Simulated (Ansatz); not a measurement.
# [SnH3]− (SMILES [H][Sn-]([H])[H]) at 6 levels

Wanted: a comparison of 6 runs (B3LYP/STO-3G, CAM-B3LYP/STO-3G, UB3LYP/STO-3G, r2SCAN0/STO-3G, CCSDTQ/STO-3G, CCSD(T)/STO-3G) of [SnH3]−. 

The results are computed with Ansatz 0.2.0.

1 further run of the same task is left out (set aside as unsound or not needed).

## (1) Starting point

[SnH3]−: 4 atoms, total charge -1, spin state singlet. SMILES: `[H][Sn-]([H])[H]`. The H4–Sn1 distance was set to 3.897 Å, away from the relaxed value. At this shape a bond of the SMILES string is far longer than usual.

Bond lengths: Sn1–H2 1.948 Å, Sn1–H3 1.948 Å. Angles: H2–Sn1–H3 93.3°.

## (2) The energy at B3LYP/STO-3G (run 1)

Input file in.yaml:

```yaml
crystal:
  periodic: [false, false, false]
  atoms:
    - {symbol: Sn, position_ang: [0.831780, 1.416101, 1.842950]}
    - {symbol: H, position_ang: [2.475950, 1.376771, 0.799630]}
    - {symbol: H, position_ang: [0.051300, 2.842881, 0.770870]}
    - {symbol: H, position_ang: [-0.844540, -1.404640, -0.259610]}
basis:
  gaussian: {orbitals: STO-3G}
total_charge: -1
hamiltonian: {xc: {name: B3LYP}}
accuracy: high
```

Command:

```console
$ ansatz run in.yaml --threads 1 --pin off --max-ram 2610MiB --events-out events.jsonl --progress --plain --runs-dir runs
```

The log of the run:

```text
Warning: RAYON_NUM_THREADS=1 ignored (pool sized by the plan → 1); use --threads N
Functional definition: B3LYP
  name "B3LYP"
  parameter a0 = 0.2
  parameter ax = 0.72
  parameter ac = 0.81
  exchange = (1 - a0 - ax)*slater_x + ax*b88_x + a0*exact_x
  correlation = (1 - ac)*vwn_rpa_c + ac*lyp_c
513 factors; integrals over basis functions are off by at most 4.8e-9 eV
mean field evaluation 1: about -162359.6873 eV, gradient 1.0e1 eV
mean field evaluation 2: about -162343.2710 eV, gradient 2.0e1 eV
mean field evaluation 4: about -162362.3772 eV, gradient 8.8e0 eV
mean field evaluation 8: about -162362.4724 eV, gradient 8.5e0 eV
mean field evaluation 16: about -162363.3795 eV, gradient 1.3e-8 eV
mean field -162363.37952322 eV, -5966.7441436270 hartree, gradient 1.6e-8 eV, S^2 0.000000; 0 other end points of the search recorded, 0 dependent functions left out
reference -162363.37955355 eV, -5966.7441447415 hartree; 27, 27 occupied and 3, 3 virtual orbitals, 513 factors
Total energy: -162363.37955355 eV, -5966.7441447415 hartree
```

Wall time 0.72 s (1 thread of AMD EPYC 9R45 (Zen 5), shared host); peak memory 0.12 GiB.

## (3) The energy at CAM-B3LYP/STO-3G (run 2)

Input file job.yaml:

```yaml
crystal:
  periodic: [false, false, false]
  atoms:
    - {symbol: Sn, position_ang: [0.831780, 1.416101, 1.842950]}
    - {symbol: H, position_ang: [2.475950, 1.376771, 0.799630]}
    - {symbol: H, position_ang: [0.051300, 2.842881, 0.770870]}
    - {symbol: H, position_ang: [-0.844540, -1.404640, -0.259610]}
basis:
  gaussian: {orbitals: STO-3G}
total_charge: -1
hamiltonian: {xc: {name: CAM-B3LYP}}
accuracy: high
```

Command:

```console
$ ansatz run job.yaml --threads 1 --pin off --max-ram 2610MiB --events-out events.jsonl --progress --plain --runs-dir runs
```

The log of the run:

```text
Warning: RAYON_NUM_THREADS=1 ignored (pool sized by the plan → 1); use --threads N
Functional definition: CAM-B3LYP
  name "CAM-B3LYP"
  parameter alpha = 0.19
  parameter beta = 0.46
  parameter omega = 0.33/bohr
[... 1 set-up line as earlier in the session ...]
  exchange = (1 - alpha - beta)*b88_x + beta*b88_x_sr(omega) + alpha*exact_x + beta*exact_x_lr(omega)
  correlation = (1 - ac)*vwn5_c + ac*lyp_c
513 factors; integrals over basis functions are off by at most 4.8e-9 eV
120 factors; integrals over basis functions are off by at most 4.9e-10 eV
mean field evaluation 1: about -162364.3705 eV, gradient 9.1e0 eV
mean field evaluation 2: about -162349.1054 eV, gradient 1.7e1 eV
mean field evaluation 4: about -162365.8009 eV, gradient 8.1e0 eV
mean field evaluation 8: about -162365.7612 eV, gradient 8.1e0 eV
mean field evaluation 16: about -162367.4081 eV, gradient 1.9e-8 eV
mean field -162367.40806784 eV, -5966.8921899111 hartree, gradient 1.9e-8 eV, S^2 0.000000; 0 other end points of the search recorded, 0 dependent functions left out
reference -162367.40808264 eV, -5966.8921904550 hartree; 27, 27 occupied and 3, 3 virtual orbitals, 513 factors
Total energy: -162367.40808264 eV, -5966.8921904550 hartree
```

Wall time 0.76 s (1 thread of AMD EPYC 9R45 (Zen 5), shared host).

Run 3 isn't shown in full; the table further down has it.

## (4) A single-point energy at r2SCAN0/STO-3G (run 4)

Changes to job.yaml since step 3:

```diff
@@ -9,4 +9,4 @@
   gaussian: {orbitals: STO-3G}
+hamiltonian: {xc: {name: r2SCAN0}}
+accuracy: high
 total_charge: -1
-hamiltonian: {xc: {name: CAM-B3LYP}}
-accuracy: high
```

Command:

```console
$ ansatz run job.yaml --threads 1 --pin off --max-ram 2610MiB --events-out events.jsonl --progress --plain --runs-dir runs
```

The log of the run:

```text
Warning: RAYON_NUM_THREADS=1 ignored (pool sized by the plan → 1); use --threads N
Functional definition: r2SCAN0
  name "r2SCAN0"
  parameter a = 0.25
  parameter k0 = 0.174
  parameter k1 = 0.065
  parameter a1 = 4.9479
  exchange = (1 - a)*r2scan_x(k0 = k0, k1 = k1, a1 = a1) + a*exact_x
  correlation = r2scan_c
513 factors; integrals over basis functions are off by at most 4.8e-9 eV
mean field evaluation 1: about -162367.3420 eV, gradient 9.0e0 eV
mean field evaluation 2: about -162351.6155 eV, gradient 1.7e1 eV
mean field evaluation 4: about -162369.5897 eV, gradient 8.4e0 eV
mean field evaluation 8: about -162369.5833 eV, gradient 8.4e0 eV
mean field evaluation 16: about -162370.6384 eV, gradient 9.3e-8 eV
mean field -162370.63840323 eV, -5967.0109025470 hartree, gradient 9.3e-8 eV, S^2 0.000000; 0 other end points of the search recorded, 0 dependent functions left out
reference -162370.63840360 eV, -5967.0109025608 hartree; 27, 27 occupied and 3, 3 virtual orbitals, 513 factors
Total energy: -162370.63840360 eV, -5967.0109025608 hartree
```

It took 1.2 s on 1 thread of AMD EPYC 9R45 (Zen 5), shared host; peak memory 0.14 GiB.

Run 5 isn't shown in full; the table further down has it.

## (5) A single-point energy at CCSD(T)/STO-3G (run 6)

Input file run.yaml:

```yaml
crystal:
  periodic: [false, false, false]
  atoms:
    - symbol: Sn
      position_ang: [0.831780, 1.416101, 1.842950]
    - symbol: H
      position_ang: [2.475950, 1.376771, 0.799630]
    - symbol: H
      position_ang: [0.051300, 2.842881, 0.770870]
    - symbol: H
      position_ang: [-0.844540, -1.404640, -0.259610]
basis:
  gaussian:
    orbitals: STO-3G
total_charge: -1
correlation:
  method: ccsd_t
  frozen_orbitals: {H: 0, Sn: 18}
accuracy: high
scf:
  omitted_lower_state_checks: [cluster_reference, increment]
```

Command:

```console
$ ansatz run run.yaml --threads 1 --pin off --max-ram 2610MiB --events-out events.jsonl --progress --plain --runs-dir runs
```

The log of the run:

```text
Warning: RAYON_NUM_THREADS=1 ignored (pool sized by the plan → 1); use --threads N
Functional definition: HF
  name "HF"
  exchange = exact_x
  correlation = 0
these checks for a lower state are left out or cut short: cluster_reference, increment
513 factors; integrals over basis functions are off by at most 4.8e-9 eV
mean field evaluation 1: about -162302.4308 eV, gradient 7.3e0 eV
mean field evaluation 2: about -162302.4385 eV, gradient 7.2e0 eV
mean field evaluation 4: about -162303.7712 eV, gradient 1.8e0 eV
mean field evaluation 8: about -162303.8244 eV, gradient 3.7e-4 eV
mean field -162303.82440841 eV, -5964.5555335257 hartree, gradient 2.9e-8 eV, S^2 0.000000; 0 other end points of the search recorded, 0 dependent functions left out; unrestricted orbitals would lower it
18 core orbitals not correlated: weight in the atoms' cores, before any rotation towards them, 1.000 or more for the frozen orbitals, at most 0.000 for the correlated occupied ones
reference -162303.82440841 eV, -5964.5555335257 hartree; 9, 9 occupied and 3, 3 virtual orbitals, 513 factors
second order -2.22206049 eV of doubles, -0.00000000 eV of singles
cycle   1  -1.90600991 eV  change   -5.8e-1 eV  update   1.6e-1
cycle   2  -2.32198913 eV  change   -4.2e-1 eV  update   1.4e-1
cycle   3  -2.62541262 eV  change   -3.0e-1 eV  update   1.4e-1
cycle   4  -2.86800287 eV  change   -2.4e-1 eV  update   1.3e-1
cycle   5  -3.06835929 eV  change   -2.0e-1 eV  update   1.2e-1
cycle   6  -3.23772033 eV  change   -1.7e-1 eV  update   1.1e-1
cycle   7  -3.38152770 eV  change   -1.4e-1 eV  update   9.6e-2
cycle   8  -3.50339057 eV  change   -1.2e-1 eV  update   8.4e-2
cycle   9  -3.60591651 eV  change   -1.0e-1 eV  update   7.2e-2
cycle  10  -3.69143136 eV  change   -8.6e-2 eV  update   6.0e-2
cycle  11  -3.76210845 eV  change   -7.1e-2 eV  update   5.0e-2
cycle  12  -4.06761690 eV  change   -3.1e-1 eV  update   4.1e-2
cycle  13  -4.07247699 eV  change   -4.9e-3 eV  update   8.4e-3
cycle  14  -4.03347091 eV  change    3.9e-2 eV  update   1.6e-2
cycle  15  -4.04217357 eV  change   -8.7e-3 eV  update   1.4e-2
cycle  16  -4.05584042 eV  change   -1.4e-2 eV  update   7.9e-3
cycle  17  -4.05532634 eV  change    5.1e-4 eV  update   2.1e-3
cycle  18  -4.05430149 eV  change    1.0e-3 eV  update   1.8e-3
cycle  19  -4.05355332 eV  change    7.5e-4 eV  update   8.7e-4
cycle  20  -4.05325731 eV  change    3.0e-4 eV  update   2.4e-4
cycle  21  -4.05324525 eV  change    1.2e-5 eV  update   5.3e-6
cycle  22  -4.05323268 eV  change    1.3e-5 eV  update   3.7e-6
cycle  23  -4.05323163 eV  change    1.1e-6 eV  update   8.1e-7
cycle  24  -4.05323185 eV  change   -2.2e-7 eV  update   2.9e-7
cycle  25  -4.05323192 eV  change   -7.5e-8 eV  update   6.6e-8
cycle  26  -4.05323191 eV  change    1.3e-8 eV  update   2.4e-8
cycle  27  -4.05323189 eV  change    2.1e-8 eV  update   6.2e-9
cycle  28  -4.05323187 eV  change    1.9e-8 eV  update   3.1e-9
cycle  29  -4.05323187 eV  change    1.3e-9 eV  update  8.1e-10
perturbative correction -0.19986697 eV, -0.0073449756 hartree
WARN: these amplitudes may be one of several solutions (largest doubles amplitude 1.16, level shift 5.52 eV)
Total energy: -162308.07750725 eV, -5964.7118320250 hartree
Checks for a lower state left out: cluster_reference, increment
```

Run time: 0.3 s. Hardware: 1 thread of AMD EPYC 9R45 (Zen 5), shared host.

## (6) Overview of the runs

```csv
run,level,frozen core orbitals,energy (Eh),wall time
1,B3LYP/STO-3G,–,-5966.744145,0.72 s
2,CAM-B3LYP/STO-3G,–,-5966.892190,0.76 s
3,UB3LYP/STO-3G,–,-5966.770160,2 s
4,r2SCAN0/STO-3G,–,-5967.010903,1.2 s
5,CCSDTQ/STO-3G,18,-5964.704482,3.6 s
6,CCSD(T)/STO-3G,18,-5964.711832,0.3 s
```

## (7) Outcome

```
                                           quantity           value
                                run 6: total energy  -5964.71183 Eh
run 6: correlation energy (18 core orbitals frozen)      -156.3 mEh
                              run 6: (T) correction       -7.34 mEh
                               run 6: T1 diagnostic           0.147
```

**Reading.** Totals of different functionals can't be ranked against each other. In run 6 the T1 diagnostic is large, so a single reference may not serve. In runs 5, 6 the log says that unrestricted orbitals would lower the reference, so the values rest on an unstable closed-shell determinant (other closed-shell runs at this shape may share the fault). In runs 1, 2, 3, 4, 5, 6 the basis is minimal, so the values are rough. In runs 1, 2, 3, 4, 5, 6 relativity is left out where basis or elements ask for it. Spin contamination of the reference: run 3 ⟨S²⟩ = 0.70. Where it is this large, the reference is a mixture of spin states, and values that rest on it are in doubt. All runs together took 8.6 s, the longest 3.6 s.
